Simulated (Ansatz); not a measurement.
**As2H3 (doublet): from Hartree-Fock to the top rungs at distance As1–As2 = 2.421 Å, cc-pVDZ**

How much of the correlation energy of As2H3 (doublet) does each wave-function method recover here?

Method: cc-pVDZ, core rule «outside noble gas», up to 28 orbitals frozen; program: Ansatz 0.2.0, Gaussian basis.

The runs, in order: UHF; CCSD(T) on ROHF; CCSD(T) on UHF; BCCD(T) on ROHF; CISD; CCSDT(Q) on ROHF; CCSDT(Q) on UHF; CASSCF and MRCISD+Q, 3 electrons in 3 orbitals; CASSCF and NEVPT2, 3 electrons in 3 orbitals.

34 further runs of the same task are left out: 5 for a known fault of the program, 22 that didn't finish, 7 set aside as unsound or not needed.

### 1 The geometry

The geometry derives from a PBE0/def2-TZVP stationary point (not a proven minimum). One bond is set to the value named and the two fragments are kept rigid. No spin-orbit coupling is included. The filled d shell of As may be among the frozen orbitals whatever the setting's name suggests; the logs give the count.

5 atoms, charge 0, spin multiplicity 2.

Atoms are counted from 1 here; the program's logs count them from 0.

Bond lengths: As1–As2 2.421 Å, As1–H3 1.524 Å, As1–H4 1.522 Å, As2–H5 1.528 Å. Angles: As2–As1–H3 95.2°, As2–As1–H4 93.7°, H3–As1–H4 92.9°, As1–As2–H5 90.7°.

### 2 UHF

in.yaml reads:

```yaml
crystal:
  periodic: [false, false, false]
  atoms:
    - {symbol: As, position_ang: [0.044935, 0.028439, 1.200164]}
    - {symbol: As, position_ang: [-0.020577, -0.040135, -1.219332]}
    - {symbol: H, position_ang: [-1.295538, 0.736132, 1.353769]}
    - {symbol: H, position_ang: [-0.578949, -1.351358, 1.353196]}
    - {symbol: H, position_ang: [0.063884, 1.484618, -1.282235]}
basis:
  gaussian: {orbitals: cc-pVDZ}
magnetization: {spin_polarized: true, initial_magnetization: 1}
hamiltonian: {xc: hf}
output: {orbitals: {seedname: orbitals}}
```

Run with:

```bash
$ ansatz run in.yaml --threads 1 --pin off --events-out ev --progress --plain --max-ram 2393MiB
```

The runs that follow: CCSD(T) on ROHF; CCSD(T) on UHF; BCCD(T) on ROHF; CISD; CCSDT(Q) on ROHF; CCSDT(Q) on UHF; CASSCF and MRCISD+Q, 3 electrons in 3 orbitals; CASSCF and NEVPT2, 3 electrons in 3 orbitals.

Before running them: what should the planned runs give, taken together? Wanted: UCCSDT(Q) below the RHF energy; RMP2 from UCCSDT(Q); UMP2 from UCCSDT(Q); RCCSD from UCCSDT(Q); RCCSD(T) from UCCSDT(Q); UCCSD(T) from UCCSDT(Q); RCCSDT(Q) from UCCSDT(Q); T1 diagnostic.

As calculated:

| quantity | value |
| --- | --- |
| UCCSDT(Q) below the RHF energy | -6.9771 eV |
| RMP2 from UCCSDT(Q) | +1314.1 meV |
| UMP2 from UCCSDT(Q) | +1323.1 meV |
| RCCSD from UCCSDT(Q) | +238.4 meV |
| RCCSD(T) from UCCSDT(Q) | +43.5 meV |
| UCCSD(T) from UCCSDT(Q) | +41.2 meV |
| RCCSDT(Q) from UCCSDT(Q) | +3.0 meV |
| levels within 1 kcal/mol (43 meV) | UCCSD(T), BCCD(T), RCCSDT, UCCSDT, RCCSDT(Q) |
| T1 diagnostic | 0.018 |

RCCSD(T) misses by +43.5 meV, 0.6 % of the correlation energy. These misses are within one basis, not against nature; the frozen cores of restricted and unrestricted runs differ, which can shift their rows.
